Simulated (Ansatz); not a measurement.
Runs of Ansatz 0.2.0 on NbTe. It takes space group Pm-3m (No. 221, cubic). Conventional cell: a = 3.426 Å, b = 3.426 Å, c = 3.426 Å, α = 90.00°, β = 90.00°, γ = 90.00°. Nb (site symmetry m-3m) has 8 Te at 2.97 Å as nearest neighbours. Around Te (site symmetry m-3m) lie 8 Nb at 2.97 Å. The cell was built by a generator and needn't be a form met in nature.

```tsv
level	U	hubbard projectors	double counting	gap on the mesh (eV)	pressure (GPa)
LDA+U	Nb d U = 2 eV	ortho-atomic (the default)	fll (the default)	none	-6.6
LDA+U	Nb d U = 4 eV	ortho-atomic (the default)	fll (the default)	none	-2.6
LDA+U	Nb d U = 6 eV	ortho-atomic (the default)	fll (the default)	none	2.6
LDA+U	Nb d U = 1 eV	ortho-atomic (the default)	fll (the default)	none	-7.2
LDA	-	-	-	none	(b)
LDA+U	Nb d U = 3 eV	ortho-atomic (the default)	fll (the default)	none	(a)
LDA+U	Nb d U = 5 eV	ortho-atomic (the default)	fll (the default)	none	(c)
LDA+U	Nb d U = 8 eV	ortho-atomic (the default)	fll (the default)	none	10.4
```

Alike in all rows: task projected density of states; potentials or basis Ansatz PAW; no spin polarisation; cell as given; k mesh 8 × 8 × 8; cutoff (eV) 420; smearing fermi-dirac 0.05 eV.

Q: Fill in the values left out.

A: (a) -5.5; (b) -7.6; (c) -0.3.

Caveats: the PAW data sets come from PBE, with cores solved anew for the run's functional, which leaves a small shift of forces and pressure; U without spin polarisation on a metal has little footing (some runs); the U is typed as a test and isn't derived for this compound (some runs).

A k mesh can miss the band edges, and the runs leave out spin-orbit coupling on Nb, Te.

A gap of «none» marks a metal or a gap under the smearing width.
